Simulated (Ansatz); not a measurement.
# In7GaAs8: the cost of one run

Method: DFT PBEsol, scalar-relativistic, plane waves, PAW, in Ansatz 0.2.0.

That is the level of the relaxation; later steps name their own.

## (1) The starting structure

Symmetry: F-43m, No. 216, cubic system. The conventional cell has a = 11.976 Å, b = 11.976 Å, c = 11.976 Å, α = 90.00°, β = 90.00°, γ = 90.00°. Ga (site symmetry -43m) is surrounded by 4 As at 2.59 Å. Around In (site symmetry 2mm) lie 4 As at 2.59 Å. In (site symmetry -43m) is surrounded by 4 As at 2.59 Å. Around As (site symmetry 3m) lie 1 Ga at 2.59 Å and 3 In at 2.59 Å. Around As (site symmetry 3m) lie 4 In at 2.59 Å.

Structure file:

```
CELL_PARAMETERS angstrom
-5.98821 0.00000 5.98821
-5.98821 -5.98821 0.00000
0.00000 -5.98821 5.98821
ATOMIC_POSITIONS crystal
Ga 0.00000 0.50000 0.00000
In 0.00000 0.00000 0.00000
In 0.00000 0.50000 0.50000
In 0.00000 0.00000 0.50000
In 0.50000 0.50000 0.00000
In 0.50000 0.00000 0.00000
In 0.50000 0.50000 0.50000
In 0.50000 0.00000 0.50000
As 0.12500 0.12500 0.12500
As 0.12500 0.62500 0.12500
As 0.12500 0.12500 0.62500
As 0.12500 0.62500 0.62500
As 0.62500 0.12500 0.12500
As 0.62500 0.62500 0.12500
As 0.62500 0.12500 0.62500
As 0.62500 0.62500 0.62500
```

(A quick probe on a coarse mesh, which set the mesh and smearing, is not shown.)

## (3) The relaxation

File input.yaml:

```yaml
crystal:
  lattice:
    - [-5.9882125, 0.0, 5.9882125]
    - [-5.9882125, -5.9882125, 0.0]
    - [0.0, -5.9882125, 5.9882125]
  atoms:
    - { symbol: Ga, position: [0.0, 0.5, 0.0] }
    - { symbol: In, position: [0.0, 0.0, 0.0] }
    - { symbol: In, position: [0.0, 0.5, 0.5] }
    - { symbol: In, position: [0.0, 0.0, 0.5] }
    - { symbol: In, position: [0.5, 0.5, 0.0] }
    - { symbol: In, position: [0.5, 0.0, 0.0] }
    - { symbol: In, position: [0.5, 0.5, 0.5] }
    - { symbol: In, position: [0.5, 0.0, 0.5] }
    - { symbol: As, position: [0.125, 0.125, 0.125] }
    - { symbol: As, position: [0.125, 0.625, 0.125] }
    - { symbol: As, position: [0.125, 0.125, 0.625] }
    - { symbol: As, position: [0.125, 0.625, 0.625] }
    - { symbol: As, position: [0.625, 0.125, 0.125] }
    - { symbol: As, position: [0.625, 0.625, 0.125] }
    - { symbol: As, position: [0.625, 0.125, 0.625] }
    - { symbol: As, position: [0.625, 0.625, 0.625] }
basis:
  ecutwfc: 420
kpoints:
  mp_grid: { grid: [6, 6, 6] }
hamiltonian:
  xc: pbesol
scf:
  occupations: { method: gaussian, width: 0.1 }
output:
  forces: true
  stress: true
  eigenvalues: true
  write_density: true
  write_potential: true
  elf: true
  volumetric_format: npy
relax:
  adjacent_minimum: "off"
  f_tol: 0.005
  max_steps: 80
  cell: { stress_tol: 0.05 }
```

Run with:

```console
> ansatz run input.yaml --threads 4 --pin off --max-ram 10240MiB --backend cpu --events-out ev --progress --plain --runs-dir out
```

**Question.** How long does this run take on 4 threads of Arm Neoverse V2, shared host, and how much memory does it need?

About 2.9 min, with a peak of 1.9 GiB.
